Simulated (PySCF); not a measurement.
# C3H5GeNSe: the cost of one run

The runs use PySCF 2.14.0, with density-fitted response routines of our own; the level of theory stands in each step. All values are computed, except where a source is named. Atoms are numbered from 0 throughout.

**1. The molecule as given**

11 atoms, charge 0, multiplicity 1; geometry from: GFN2-xTB. The atoms were then displaced at random by about 0.01 Å, so the start is not that level's minimum.

Bonds of the start (Å): Ge0–C1 1.92, C1–C2 1.41, C2–C3 1.41, C3–Se4 1.85, Se4–N5 1.78, N5–C1 1.30, Ge0–H6 1.49, Ge0–H7 1.47, Ge0–H8 1.52, C2–H9 1.08, C3–H10 1.04.

**2. Relaxing the molecule at PBE0-D3(BJ)/def2-SVP**

Job settings and geometry (Å):

```
{"job": {"xc": "PBE0", "basis": "def2-SVP", "d3": "d3bj", "grid": 1, "shake": 0.01, "kind": "geom"}, "charge": 0, "multiplicity": 1}
Ge    -1.944650    -0.189820     0.090730
C     -0.045400    -0.278490    -0.183690
C      0.889670     0.636250     0.329270
C      2.218440     0.315270    -0.016190
Se     2.180540    -1.219710    -1.056680
N      0.402950    -1.263000    -0.902470
H     -2.266360    -0.139810     1.549520
H     -2.617160    -1.317900    -0.560570
H     -2.491340     1.115950    -0.473380
H      0.630950     1.485710     0.951420
H      3.080490     0.829720     0.256370
```

Started as:

```console
$ OMP_NUM_THREADS=1 python probes_run.py task.json out
```

One launch serves the whole session: the jobs run in the order shown.

Q: Estimate the wall time and peak memory of this first job on 1 thread of Intel Xeon Platinum 8259CL at 2.50GHz, shared host.

About 1.8 min, with a peak of 0.63 GiB.
